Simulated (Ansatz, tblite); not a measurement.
# Ge13H20 off sphere (Ge13H20): one state, many levels

The task here is to estimate one member of a computed series from the others.

Method: as each input shows; program: Ansatz 0.2.0, Gaussian basis.

The runs, in order: GFN1-xTB, GFN2-xTB, PBE-D4/def2-TZVP, r2SCAN-D4/def2-TZVP, PBE-D4/def2-SVP, PBE0-D4/def2-SVP.

1 further run of the same task is left out (set aside as unsound or not needed).

## The geometry

The singlet was relaxed beforehand with PBE-D4/def2-SVP.

33 atoms, charge 0, spin multiplicity 1.

Bond lengths: Ge1–Ge9 2.450 Å, Ge1–Ge10 2.449 Å, Ge1–H14 1.558 Å, Ge1–H15 1.558 Å, Ge2–Ge8 2.445 Å, Ge2–Ge11 2.445 Å, Ge2–H16 1.558 Å, Ge2–H17 1.555 Å, Ge3–Ge9 2.446 Å, Ge3–Ge12 2.446 Å, Ge3–H18 1.559 Å, Ge3–H19 1.556 Å, Ge4–Ge8 2.448 Å, Ge4–Ge9 2.448 Å, Ge4–Ge13 2.450 Å, Ge4–H20 1.563 Å, Ge5–Ge10 2.447 Å, Ge5–Ge13 2.448 Å and more. Angles: Ge9–Ge1–Ge10 109.8°, Ge9–Ge1–H14 109.7°, Ge9–Ge1–H15 110.1°, Ge10–Ge1–H14 110.0°, Ge10–Ge1–H15 109.4°, H14–Ge1–H15 107.9°, Ge8–Ge2–Ge11 112.1°, Ge8–Ge2–H16 109.1°, Ge8–Ge2–H17 109.4°, Ge11–Ge2–H16 109.1°, Ge11–Ge2–H17 109.4°, H16–Ge2–H17 107.7°, Ge9–Ge3–Ge12 109.5°, Ge9–Ge3–H18 108.5°, Ge9–Ge3–H19 111.2°, Ge12–Ge3–H18 108.5°, Ge12–Ge3–H19 111.2°, H18–Ge3–H19 107.8° and more.

Geometry (Å):

```xyz
33
Ge13H20
Ge    0.68445   -3.52817    0.54887
Ge   -2.35214    2.35418   -2.24086
Ge    0.83528   -0.83727   -2.33481
Ge   -2.11657   -0.69532    0.43610
Ge    0.67545   -0.67723    3.32952
Ge    0.69421    2.11569    0.43686
Ge    3.52794   -0.68095    0.54855
Ge   -3.59216    0.72468   -0.90500
Ge   -0.68760   -2.13862   -0.93064
Ge    2.10399   -2.10221    1.94467
Ge   -0.72499    3.59389   -0.90200
Ge    2.13614    0.68744   -0.93213
Ge   -0.71279    0.71142    1.86837
H     1.56814   -4.48912   -0.30180
H    -0.22878   -4.40049    1.46107
H    -3.35621    3.35775   -2.88202
H    -1.61575    1.61956   -3.39697
H     1.81837   -1.81977   -3.04007
H     0.06067   -0.06363   -3.44012
H    -2.99741   -1.61442    1.34216
H    -0.23185   -1.55380    4.24411
H     1.54896    0.22952    4.24753
H     1.61482    2.99432    1.34353
H     4.49163   -1.56348   -0.30019
H     4.39736    0.23518    1.46063
H    -4.48588   -0.15054   -1.83416
H    -4.53604    1.49722    0.06505
H    -1.57971   -3.05106   -1.82974
H     2.99814   -2.99507    2.86054
H     0.15075    4.48942   -1.82891
H    -1.49880    4.53570    0.06899
H     3.04688    1.58029   -1.83224
H    -1.63650    1.63487    2.72513
```

PBE0-D4/def2-TZVP was run before; its log isn't repeated, and its numbers join the tables.

The first run:

Tight binding, by tblite at 300 K electronic temperature and without a spin-polarisation term:

```python
tblite.interface.Calculator('GFN1-xTB', numbers, positions, charge=0, uhf=0).singlepoint()
```

Tight binding, by tblite at 300 K electronic temperature and without a spin-polarisation term:

```python
tblite.interface.Calculator('GFN2-xTB', numbers, positions, charge=0, uhf=0).singlepoint()
```

start.molden holds the orbitals of an earlier run on this state, given as this run's starting guess.

in.yaml

```yaml
crystal:
  periodic: [false, false, false]
  atoms:
    - {symbol: Ge, position_ang: [0.684453, -3.528166, 0.548871]}
    - {symbol: Ge, position_ang: [-2.352144, 2.354179, -2.240860]}
    - {symbol: Ge, position_ang: [0.835282, -0.837266, -2.334811]}
    - {symbol: Ge, position_ang: [-2.116569, -0.695315, 0.436103]}
    - {symbol: Ge, position_ang: [0.675452, -0.677232, 3.329517]}
    - {symbol: Ge, position_ang: [0.694206, 2.115687, 0.436858]}
    - {symbol: Ge, position_ang: [3.527940, -0.680946, 0.548547]}
    - {symbol: Ge, position_ang: [-3.592159, 0.724684, -0.904999]}
    - {symbol: Ge, position_ang: [-0.687598, -2.138622, -0.930636]}
    - {symbol: Ge, position_ang: [2.103990, -2.102213, 1.944666]}
    - {symbol: Ge, position_ang: [-0.724988, 3.593889, -0.902003]}
    - {symbol: Ge, position_ang: [2.136137, 0.687444, -0.932126]}
    - {symbol: Ge, position_ang: [-0.712789, 0.711420, 1.868375]}
    - {symbol: H, position_ang: [1.568142, -4.489117, -0.301800]}
    - {symbol: H, position_ang: [-0.228779, -4.400490, 1.461073]}
    - {symbol: H, position_ang: [-3.356212, 3.357746, -2.882018]}
    - {symbol: H, position_ang: [-1.615754, 1.619559, -3.396968]}
    - {symbol: H, position_ang: [1.818367, -1.819766, -3.040074]}
    - {symbol: H, position_ang: [0.060675, -0.063631, -3.440115]}
    - {symbol: H, position_ang: [-2.997411, -1.614416, 1.342158]}
    - {symbol: H, position_ang: [-0.231850, -1.553796, 4.244106]}
    - {symbol: H, position_ang: [1.548957, 0.229523, 4.247531]}
    - {symbol: H, position_ang: [1.614823, 2.994324, 1.343528]}
    - {symbol: H, position_ang: [4.491626, -1.563478, -0.300188]}
    - {symbol: H, position_ang: [4.397357, 0.235179, 1.460631]}
    - {symbol: H, position_ang: [-4.485875, -0.150542, -1.834163]}
    - {symbol: H, position_ang: [-4.536041, 1.497220, 0.065048]}
    - {symbol: H, position_ang: [-1.579714, -3.051059, -1.829744]}
    - {symbol: H, position_ang: [2.998140, -2.995071, 2.860538]}
    - {symbol: H, position_ang: [0.150751, 4.489415, -1.828912]}
    - {symbol: H, position_ang: [-1.498795, 4.535696, 0.068990]}
    - {symbol: H, position_ang: [3.046879, 1.580291, -1.832237]}
    - {symbol: H, position_ang: [-1.636499, 1.634871, 2.725126]}
basis:
  gaussian: {orbitals: def2-TZVP, fitting: {mean_field: def2-universal-jkfit}, initial_orbitals: start.molden}
hamiltonian: {xc: pbe, dispersion: d4}
scf: {omitted_lower_state_checks: [starts]}
output: {orbitals: {seedname: orbitals}}
```

Started as:

```bash
ansatz run in.yaml --threads 4 --pin off --events-out ev --progress --plain --max-ram 66560MiB --backend cuda --devices 0, --max-vram 37GiB
```

Steps of the session up to this table: PBE-D4/def2-TZVP; r2SCAN-D4/def2-TZVP; PBE-D4/def2-SVP; PBE0-D4/def2-SVP.

One table of the session follows, with a row left open; its other results are not shown here.

It belongs to the step «Binding energy». 

```
              level  binding an atom (eV)
    PBE-D4/def2-SVP                 2.855
   PBE-D4/def2-TZVP                 2.855
r2SCAN-D4/def2-TZVP                     ?
   PBE0-D4/def2-SVP                 2.857
  PBE0-D4/def2-TZVP                 2.857
```

**Question.** Estimate the row for r2SCAN-D4/def2-TZVP.

**Answer.** binding an atom (eV): 2.897. In the column «binding an atom (eV)» it is the highest.

Caveats from the session: Free atoms were run apart at each level; binding is atoms less cluster, divided by the number of atoms, without zero-point or spin-orbit terms.
